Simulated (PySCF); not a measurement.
# CH10OP2Si2: magnetic properties

Programs: PySCF 2.14.0, with routines of our own; each step states its level. All values are computed. Atoms count from 0.

## 1. The starting structure

16 atoms, charge 0, multiplicity 1; geometry from: GFN2-xTB.

## 2. Optimising the geometry at PBE0-D3(BJ)/def2-SVP

The job: settings as JSON, then the geometry in Å.

```
{"job": {"xc": "PBE0", "basis": "def2-SVP", "d3": "d3bj", "grid": 1, "kind": "geom"}, "charge": 0, "multiplicity": 1}
C     -2.959105    -0.205210    -0.150390
O     -1.576604    -0.065921    -0.299905
Si    -0.358573    -0.861179     0.408064
Si     1.411315     0.212606    -0.660055
P      3.426656    -0.519190     0.035962
P      1.522373     2.463632    -0.515486
H     -3.213436    -1.045794     0.495393
H     -3.404721    -0.362794    -1.134121
H     -3.365274     0.711144     0.282403
H     -0.477493    -2.312449     0.191742
H     -0.406895    -0.708590     1.875660
H      1.477727    -0.029143    -2.117872
H      3.102959    -0.557289     1.379176
H      3.106148    -1.851608    -0.126535
H      1.557174     2.502685     0.871169
H      0.150150     2.638045    -0.546616
```

On the command line:

```bash
OMP_NUM_THREADS=1 python excited_run.py task.json out
```

This one command runs all jobs of the session in turn.

**Question.** How long does this first job take on 1 thread of AMD EPYC 9R45, shared host, and how much memory does it need?

About 68 s, with a peak of 0.69 GiB.
